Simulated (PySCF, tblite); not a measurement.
# C₆H₁₁O radical: geometry, infrared bands and EPR parameters

Aim: predict the infrared bands and EPR parameters of C₆H₁₁O radical (`CCC[C](C)C=O`).

The runs use tblite 0.8.0 and PySCF 2.14.0, with density-fitted response routines of our own; the level of theory stands in each step. All values are computed, except where a source is named. Atoms count from 0, in the outputs and in this text.

### 1 Starting geometry

18 atoms, charge 0, multiplicity 2; geometry from: force field or distance geometry start.

Bonds of the start (Å): C0–C1 1.52, C1–C2 1.47, C2–C3 1.49, C3–C4 1.54, C3–C5 1.49, C5–O6 1.24, C0–H7 1.11, C0–H8 1.10, C0–H9 1.10, C1–H10 1.13, C1–H11 1.11, C2–H12 1.13, C2–H13 1.12, C4–H14 1.09, C4–H15 1.11, C4–H16 1.10, C5–H17 1.09.

### 2 Geometry optimisation with GFN2-xTB

Job settings and geometry (Å):

```
{"job": {"kind": "relax", "xc": "GFN2-xTB", "basis": "xTB"}, "charge": 0, "multiplicity": 2}
C      1.874800     0.498800     0.752400
C      1.350100     0.828500    -0.637100
C      0.147800     0.018900    -0.891500
C     -1.043700     0.212600    -0.026600
C     -2.115200    -0.731300    -0.616000
C     -0.895500    -0.212100     1.394800
O     -1.312600     0.507200     2.316200
H      1.733900    -0.591200     0.879200
H      1.237300     1.010100     1.494800
H      2.931700     0.788600     0.881700
H      2.113200     0.488100    -1.397200
H      1.171600     1.917200    -0.753600
H     -0.231700     0.215300    -1.939800
H      0.442100    -1.063600    -0.929600
H     -2.020200    -1.714500    -0.163800
H     -3.092700    -0.242100    -0.404300
H     -1.878500    -0.786600    -1.690400
H     -0.421000    -1.137600     1.719200
```

The run is started by

```console
$ OMP_NUM_THREADS=1 python probes_run.py task.json out
```

The driver reads the jobs from task.json and runs them one after another.

The program printed:

```text
step      E/eV     max force
  0    -609.22563    4.336
  1    -609.54875    4.566
  2    -609.71967    1.386
  3    -609.79618    0.831
  4    -609.85772    0.624
  5    -609.88460    0.572
  6    -609.93818    0.657
  7    -609.97479    0.623
  8    -610.01893    0.560
  9    -610.05417    0.572
 10    -610.09014    0.634
 11    -610.13034    0.679
 12    -610.18088    0.632
 13    -610.23512    0.484
 14    -610.28077    0.562
 15    -610.32271    0.518
 16    -610.36338    0.470
 17    -610.39657    0.524
 18    -610.42442    0.563
 19    -610.44925    0.400
 20    -610.47353    0.605
 21    -610.50372    0.524
 22    -610.53906    0.628
 23    -610.56940    0.601
 24    -610.59969    0.327
 25    -610.61656    0.280
 26    -610.62392    0.850
 27    -610.64424    0.372
 28    -610.66620    0.330
 29    -610.69389    0.695
 30    -610.70721    0.404
 31    -610.72381    0.441
 32    -610.74312    0.246
 33    -610.76252    0.317
 34    -610.77349    0.366
 35    -610.78022    0.209
 36    -610.79010    0.260
 37    -610.79866    0.246
 38    -610.80588    0.186
 39    -610.81201    0.203
 40    -610.81749    0.168
 41    -610.82286    0.165
 42    -610.82743    0.137
 43    -610.83066    0.136
 44    -610.83288    0.129
 45    -610.83468    0.119
 46    -610.83651    0.129
 47    -610.83868    0.112
 48    -610.84105    0.122
 49    -610.84326    0.103
 50    -610.84514    0.101
 51    -610.84725    0.112
 52    -610.84961    0.129
 53    -610.85186    0.130
 54    -610.85355    0.119
 55    -610.85495    0.101
 56    -610.85679    0.098
 57    -610.85962    0.173
 58    -610.86315    0.168
 59    -610.86664    0.125
 60    -610.86988    0.123
 61    -610.87351    0.159
 62    -610.87839    0.226
 63    -610.88449    0.201
 64    -610.89077    0.193
 65    -610.89548    0.209
 66    -610.89523    0.479
 67    -610.90424    0.219
 68    -610.90907    0.149
 69    -610.91516    0.137
 70    -610.91807    0.160
 71    -610.92083    0.239
 72    -610.92360    0.175
 73    -610.92796    0.152
 74    -610.93091    0.132
 75    -610.93411    0.159
 76    -610.93646    0.150
 77    -610.93937    0.176
 78    -610.94322    0.186
 79    -610.94734    0.150
 80    -610.95057    0.141
 81    -610.95308    0.122
 82    -610.95493    0.111
 83    -610.95724    0.105
 84    -610.96012    0.116
 85    -610.96240    0.116
 86    -610.96394    0.105
 87    -610.96547    0.118
 88    -610.96708    0.114
 89    -610.96888    0.098
 90    -610.97071    0.093
 91    -610.97231    0.102
 92    -610.97340    0.082
 93    -610.97418    0.075
 94    -610.97478    0.056
 95    -610.97539    0.042
 96    -610.97570    0.040
 97    -610.97600    0.045
 98    -610.97631    0.051
 99    -610.97683    0.062
100    -610.97760    0.082
101    -610.97853    0.084
102    -610.97944    0.077
103    -610.98037    0.074
104    -610.98160    0.081
105    -610.98343    0.103
106    -610.98585    0.146
107    -610.98845    0.154
108    -610.99103    0.155
109    -610.99284    0.137
110    -610.99611    0.132
111    -610.99914    0.167
112    -611.00282    0.113
113    -611.00408    0.113
114    -611.00689    0.108
115    -611.00851    0.199
116    -611.01040    0.237
117    -611.01279    0.095
118    -611.01484    0.114
119    -611.01724    0.118
120    -611.01981    0.120
121    -611.02127    0.121
122    -611.02273    0.131
123    -611.02457    0.134
124    -611.02732    0.097
125    -611.03106    0.122
126    -611.03240    0.198
127    -611.03506    0.129
128    -611.03762    0.108
129    -611.03949    0.134
130    -611.04127    0.149
131    -611.04354    0.127
132    -611.04544    0.096
133    -611.04690    0.082
134    -611.04791    0.086
135    -611.04896    0.068
136    -611.04974    0.050
137    -611.05034    0.055
138    -611.05089    0.054
139    -611.05149    0.055
140    -611.05208    0.063
141    -611.05257    0.050
142    -611.05287    0.053
143    -611.05308    0.036
144    -611.05327    0.028
145    -611.05354    0.030
146    -611.05375    0.034
147    -611.05398    0.037
148    -611.05416    0.034
149    -611.05432    0.031
150    -611.05447    0.026
151    -611.05460    0.023
152    -611.05471    0.025
153    -611.05480    0.022
154    -611.05488    0.019
155    -611.05493    0.014
156    -611.05495    0.009
```

Run time: 0.9 s. Hardware: 1 thread of Arm Neoverse V1, shared host.

Relaxation path: (not every step is listed)

| step | energy from step 0 (eV) | largest force (eV/Å) |
| --- | --- | --- |
| 0 | 0.0000 | 4.3360 |
| 1 | -0.3231 | 4.5659 |
| 2 | -0.4940 | 1.3859 |
| 3 | -0.5706 | 0.8309 |
| 4 | -0.6321 | 0.6235 |
| 5 | -0.6590 | 0.5721 |
| 6 | -0.7125 | 0.6571 |
| 7 | -0.7492 | 0.6235 |
| 8 | -0.7933 | 0.5597 |
| 22 | -1.3134 | 0.6284 |
| 36 | -1.5645 | 0.2599 |
| 50 | -1.6195 | 0.1007 |
| 64 | -1.6651 | 0.1925 |
| 78 | -1.7176 | 0.1859 |
| 92 | -1.7478 | 0.0818 |
| 106 | -1.7602 | 0.1456 |
| 120 | -1.7942 | 0.1199 |
| 134 | -1.8223 | 0.0858 |
| 148 | -1.8285 | 0.0335 |
| 151 | -1.8290 | 0.0230 |
| 152 | -1.8291 | 0.0248 |
| 153 | -1.8292 | 0.0222 |
| 154 | -1.8293 | 0.0189 |
| 155 | -1.8293 | 0.0139 |
| 156 | -1.8293 | 0.0085 |

Close pairs (by a distance rule), those that changed most:

| bond | before (Å) | after (Å) | change (Å) |
| --- | --- | --- | --- |
| C1–C2 | 1.472 | 1.545 | +0.073 |
| C3–C5 | 1.491 | 1.420 | -0.071 |
| C3–C4 | 1.545 | 1.479 | -0.065 |
| C2–H12 | 1.132 | 1.094 | -0.038 |
| C1–H10 | 1.130 | 1.092 | -0.038 |
| C2–H13 | 1.122 | 1.092 | -0.030 |
| C4–H15 | 1.113 | 1.087 | -0.026 |
| C0–H7 | 1.106 | 1.088 | -0.019 |

The end geometry stands in the next job.

### 3 Infrared spectrum with GFN2-xTB

Job settings and geometry (Å):

```
{"job": {"kind": "ir", "xc": "GFN2-xTB", "basis": "xTB"}, "charge": 0, "multiplicity": 2}
C      1.770827     0.934510     0.485415
C      1.254930     0.372908    -0.831580
C      0.344249    -0.857401    -0.622501
C     -0.888726    -0.520976     0.129680
C     -2.011128     0.150810    -0.561546
C     -0.996321    -0.796515     1.518609
O     -1.963326    -0.511867     2.220775
H      2.344665     0.183765     1.024094
H      0.945134     1.252199     1.118314
H      2.415262     1.791210     0.301957
H      2.098624     0.073530    -1.456490
H      0.697753     1.143293    -1.367519
H      0.077496    -1.245653    -1.609508
H      0.914128    -1.619214    -0.085647
H     -2.402440    -0.481045    -1.362062
H     -2.805342     0.361074     0.150832
H     -1.683838     1.082645    -1.027273
H     -0.120705    -1.306955     1.962792
```

The program printed:

```text
mode    cm-1     km/mol
  1      34.1      2.45
  2      75.4      0.99
  3      85.9      1.43
  4     158.8      3.20
  5     230.8      5.11
  6     256.2      4.42
  7     264.5      7.29
  8     332.0      4.14
  9     380.1      2.59
 10     466.5      0.55
 11     607.2      7.84
 12     798.7      9.31
 13     843.4     17.00
 14     869.8     10.76
 15     899.7      1.73
 16     922.8      2.37
 17     962.4      4.47
 18     993.4     20.13
 19    1070.0      4.68
 20    1074.5      2.31
 21    1097.8      9.71
 22    1194.9      7.76
 23    1244.1     10.26
 24    1266.1     12.08
 25    1298.0     32.70
 26    1335.0      2.34
 27    1365.4      4.47
 28    1378.7     24.55
 29    1400.8     25.54
 30    1416.3      3.15
 31    1438.8      9.21
 32    1453.4      3.32
 33    1471.0      3.28
 34    1488.4      0.20
 35    1497.5      4.25
 36    1503.4      1.99
 37    1585.3    226.81
 38    2768.6    140.39
 39    2951.3     17.57
 40    2956.6     15.29
 41    2970.2      2.79
 42    2978.9     40.88
 43    2981.5     21.68
 44    2990.0     43.53
 45    3035.3     46.04
 46    3036.9     39.92
 47    3041.5     19.31
 48    3048.1      3.38
```

Wall time 0.5 s (1 thread of Arm Neoverse V1, shared host).

Which atoms move in the most intense modes:

| cm⁻¹ | km/mol | atoms |
| --- | --- | --- |
| 1298 | 32.7 | H13 25 %, H11 24 %, C2 19 %, C3 12 % |
| 1401 | 25.5 | H17 56 %, C3 15 % |
| 1585 | 226.8 | C5 62 %, O6 35 % |
| 2769 | 140.4 | H17 94 % |
| 2979 | 40.9 | H10 34 %, H13 22 %, H16 14 %, H14 13 % |
| 2990 | 43.5 | H11 63 %, H10 23 % |
| 3035 | 46.0 | H7 63 %, H8 20 % |
| 3037 | 39.9 | H9 50 %, H8 38 % |

### 4 g tensor and hyperfine couplings: B3LYP/pcH-1

The job, as its differences from that of step 3:

```diff
@@ -1,2 +1,2 @@
-{"job": {"kind": "ir", "xc": "GFN2-xTB", "basis": "xTB"}, "charge": 0, "multiplicity": 2}
+{"job": {"kind": "epr", "basis": "pcH-1"}, "charge": 0, "multiplicity": 2}
 C      1.770827     0.934510     0.485415
```

Method: UKS B3LYP, pcH-1 on C H O, non-relativistic, mean-field spin-orbit, GIAO.

The program printed:

```text
UKS, coarse grid
  cycle   1  E = -310.30175253  |g| = 6.34e-01
  cycle   2  E = -309.07309729  |g| = 1.68e+00
  cycle   3  E = -310.41616363  |g| = 3.20e-01
  cycle   4  E = -310.46987572  |g| = 8.54e-02
  cycle   5  E = -310.47379495  |g| = 2.50e-02
  cycle   6  E = -310.47414226  |g| = 1.31e-02
  cycle   7  E = -310.47428035  |g| = 5.84e-03
  cycle   8  E = -310.47431959  |g| = 1.78e-03
  cycle   9  E = -310.47432311  |g| = 1.02e-03
  cycle  10  E = -310.47432367  |g| = 4.67e-04
UKS, final grid
  cycle   1  E = -310.47427220  |g| = 7.22e-04
  cycle   2  E = -310.47427154  |g| = 1.53e-03
  cycle   3  E = -310.47427243  |g| = 1.57e-04
  cycle   4  E = -310.47427245  |g| = 4.85e-05
  cycle   5  E = -310.47427245  |g| = 2.10e-05
E = -310.47427245 Eh   <S^2> = 0.7625 (exact 0.7500)
g shifts (ppm)      1          2          3
  rmc          -199       -199       -199
  gc            -12         35         35
  oz_so          -6       2189       6061
  total        -218       2024       5897
hyperfine (MHz)  atom isotope    a_iso     a_fc   dipolar eigenvalues
    0   13C       1.73       1.73     -1.05      0.08      0.97
    1   13C      45.50      45.50     -4.97     -4.49      9.46
    2   13C     -23.64     -23.64     -1.98      0.85      1.13
    3   13C      60.36      60.36    -58.32    -57.65    115.98
    4   13C     -23.56     -23.56     -1.90      0.78      1.12
    5   13C     -36.55     -36.55     -8.58      0.83      7.74
    6   17O     -22.90     -22.90   -104.05     51.87     52.18
    7    1H       0.72       0.72     -1.62     -1.19      2.82
    8    1H       0.55       0.55     -4.15     -2.19      6.34
    9    1H      -0.99      -0.99     -1.41     -0.75      2.16
   10    1H       2.12       2.12     -2.98     -1.49      4.47
   11    1H      -3.11      -3.11     -3.77     -1.13      4.89
   12    1H      46.10      46.10     -3.73     -3.01      6.74
   13    1H      13.64      13.64     -3.72     -3.35      7.06
   14    1H      81.29      81.29     -4.06     -2.84      6.90
   15    1H       1.90       1.90     -4.15     -2.03      6.18
   16    1H      79.90      79.90     -4.04     -2.71      6.75
   17    1H      -2.87      -2.87     -5.11     -2.46      7.56
```

Run time: 85 s. Hardware: 1 thread of Arm Neoverse V1, shared host; peak memory 1 GiB.

Principal g values 2.00210, 2.00434, 2.00822; g(iso) = 2.00489, against 2.00232 for a free electron.

Mean a(iso) over the nuclei that a row names, and the largest dipolar term of the row (other rows stand at the frozen geometry):

| nuclei | isotope | a(iso) (MHz) | a(iso) (G, at g = 2.0023) | largest dipolar term (MHz) |
| --- | --- | --- | --- | --- |
| C3 | 13C | 60.4 | 21.5 | 116.0 |
| H14, H15, H16 | 1H | 54.4 | 19.4 | 6.9 |
| C1 | 13C | 45.5 | 16.2 | 9.5 |
| C5 | 13C | -36.5 | -13.0 | -8.6 |
| H12, H13 | 1H | 29.9 | 10.7 | 7.1 |
| C2 | 13C | -23.6 | -8.4 | -2.0 |
| C4 | 13C | -23.6 | -8.4 | -1.9 |
| O6 | 17O | -22.9 | -8.2 | -104.1 |
| H17 | 1H | -2.9 | -1.0 | 7.6 |
| C0 | 13C | 1.7 | 0.6 | -1.0 |
| H10, H11 | 1H | -0.5 | -0.2 | 4.9 |
| H7, H8, H9 | 1H | 0.1 | 0.0 | 6.3 |

Mulliken spin populations:

C0 0.00; C1 0.04; C2 -0.06; C3 0.74; C4 -0.06; C5 -0.09; O6 0.33; H7 0.00; H8 0.00; H9 0.00; H10 0.00; H11 0.00; H12 0.02; H13 0.01; H14 0.03; H15 0.00; H16 0.03; H17 0.00

In first order the couplings over 0.8 MHz of 1H give 24 distinct lines over 80.5 G, if the averaged nuclei exchange fast.

The fields below are evaluated on a grid from the run's orbitals.

ELF in a plane through or near 5 of the atoms.

Values, 10 rows by 14 columns:
```
0.00 0.00 0.00 0.00 0.00 0.00 0.00 0.00 0.00 0.00 0.00 0.00 0.00 0.00
0.00 0.00 0.00 0.00 0.00 0.00 0.00 0.01 0.00 0.20 0.21 0.01 0.00 0.00
0.00 0.00 0.00 0.06 0.13 0.01 0.02 0.53 0.16 0.78 0.84 0.33 0.00 0.00
0.00 0.00 0.10 0.94 0.99 0.41 0.01 0.56 0.22 0.83 0.76 0.45 0.00 0.00
0.00 0.00 0.07 0.75 0.96 0.47 0.03 0.44 0.93 0.32 0.05 0.02 0.00 0.00
0.00 0.00 0.01 0.06 0.61 0.64 0.58 0.70 0.40 0.81 0.43 0.24 0.01 0.00
0.00 0.00 0.01 0.52 0.89 0.43 0.60 0.06 0.14 0.84 0.98 0.62 0.02 0.00
0.00 0.00 0.00 0.18 0.25 0.21 0.24 0.01 0.03 0.62 0.96 0.67 0.00 0.00
0.00 0.00 0.00 0.00 0.00 0.01 0.00 0.00 0.00 0.01 0.01 0.00 0.00 0.00
0.00 0.00 0.00 0.00 0.00 0.00 0.00 0.00 0.00 0.00 0.00 0.00 0.00 0.00
```
The map spans 10.7 Å across and 9.5 Å up, centred on the molecule. Atoms in the plane (x, y in Å): C1 (-1.3, -0.8), C3 (1.0, 0.1), C5 (1.2, 1.5), H7 (-2.3, 1.2), H14 (2.4, -1.5).

On the surface of density 0.002 e/bohr³ the electrostatic potential runs, from the 1st to the 99th percentile, from -1.82 V near O6 to 0.94 V near H16.

The spin density lies nearest to C3 46 %; O6 27 %; C5 8 % (both signs).

### 5 Outcome

| quantity | value |
| --- | --- |
| strongest single infrared mode (GFN2-xTB) | 1585 cm⁻¹, 227 km/mol |
| zero-point energy (GFN2-xTB) | 96.5 kcal/mol |
| g(iso) (B3LYP) | 2.00489 |
| ⟨S²⟩ | 0.762 (exact 0.75) |
| largest a(iso) (averaged by class) | 13C on C3, 60.4 MHz |
| surface potential, 1st and 99th percentile | -1.82 V and 0.94 V |

What this shows: Over 156 steps the energy fell by 1.829 eV; of the close pairs, C1–C2 changed most, 1.472 to 1.545 Å. No mode is imaginary among the 48: a minimum at this level. The strongest single mode, at 1585 cm⁻¹, moves mainly C5 and O6. Unscaled tight-binding wavenumbers are off by several per cent, some by more. Its intensities can rank the bands wrongly. C3 carries the largest spin population, 0.74 e. The isotropic g lies 2.6 ppt above the free-electron value.
